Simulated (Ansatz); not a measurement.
# GdN (Fm-3m): magnetic orders compared

The task here is to estimate one member of a computed series from the others.

Program: Ansatz 0.2.0. Level of theory: DFT r²SCAN, scalar-relativistic, plane waves, PAW. These are calculated values, not measurements.

### Starting point

It takes space group Fm-3m (No. 225, cubic). Conventional cell: a = 4.973 Å, b = 4.973 Å, c = 4.973 Å, α = 90.00°, β = 90.00°, γ = 90.00°. Gd (site symmetry m-3m) has 6 N at 2.49 Å as nearest neighbours. N (site symmetry m-3m) has 6 Gd at 2.49 Å as nearest neighbours.

Structure file:

```cif
data_structure
_symmetry_space_group_name_H-M 'P 1'
_symmetry_Int_Tables_number 1
_cell_length_a 3.5166
_cell_length_b 3.5166
_cell_length_c 3.5166
_cell_angle_alpha 60.000
_cell_angle_beta 60.000
_cell_angle_gamma 60.000
_cell_volume 30.75
loop_
_atom_site_label
_atom_site_type_symbol
_atom_site_fract_x
_atom_site_fract_y
_atom_site_fract_z
_atom_site_occupancy
Gd1 Gd 0.00000 0.00000 0.00000 1
N1 N 0.50000 0.50000 0.50000 1
```

An earlier run at r²SCAN left this cell at 15.375 Å³/atom and 0.05 GPa (12×12×12 mesh).

The first run:

Input file input.yaml:

```yaml
crystal:
  lattice:
    - [0.0, 2.4865793971, -2.4865793971]
    - [0.0, 2.4865793971, 2.4865793971]
    - [4.9731587942, 0.0, 0.0]
  atoms:
    - { symbol: Gd, position: [0.0, 0.0, 0.0], spin: 7.0 }
    - { symbol: "N", position: [0.0, 1.0, 0.5] }
    - { symbol: Gd, position: [0.5, 0.5, 0.5], spin: 7.0 }
    - { symbol: "N", position: [0.5, 1.5, 1.0] }
basis:
  ecutwfc: 500
  ecutrho_ratio: 4
kpoints:
  mp_grid: { grid: [8, 8, 6] }
hamiltonian:
  xc: r2scan
scf:
  occupations: { method: gaussian, width: 0.05 }
  lower_state_search: "off"
output:
  forces: true
  stress: true
  eigenvalues: true
  populations: true
magnetization:
  spin_polarized: true
```

Run with:

```
$ ansatz run input.yaml --threads 4 --pin off --max-ram 10240MiB --backend cpu --events-out ev --progress --plain --runs-dir out
```

Steps of the session up to this table: Ferromagnetic, larger cell; Antiferromagnetic, propagation vector (1, 0, 0); Antiferromagnetic, propagation vector (1/2, 1/2, -1/2); No spin polarisation.

One of the session's tables, all rows but one given; the rest of the session is left out.

It belongs to the step «The orders side by side». 

| order | above the lowest (meV/atom) | largest moment (μB) | pressure (GPa) | gap on the mesh (eV) |
| --- | --- | --- | --- | --- |
| ferromagnetic | 0.0 | 6.93 | 0.0 | 0.00 |
| antiferromagnetic, propagation vector (1, 0, 0) | 6.1 | 6.90 | 0.3 | 0.19 |
| antiferromagnetic, propagation vector (1/2, 1/2, -1/2) | ? | ? | ? | ? |
| no spin polarisation | 4295.8 | 0.00 | -2.7 | 0.00 |

**Question.** Estimate the row for antiferromagnetic, propagation vector (1/2, 1/2, -1/2).

**Answer.** above the lowest (meV/atom): 5.4; largest moment (μB): 6.91; pressure (GPa): 0.4; gap on the mesh (eV): 0.41. In the column «above the lowest (meV/atom)» it lies between ferromagnetic (0.0) and antiferromagnetic, propagation vector (1, 0, 0) (6.1).

The first row is the run of the earlier session that started with parallel moments (-4867.3039 eV/atom).

To keep in mind: Only these orders were tried, at zero temperature; the one found in experiment may not be among them. Warnings in the runs' records: stability check not made, look outside group.
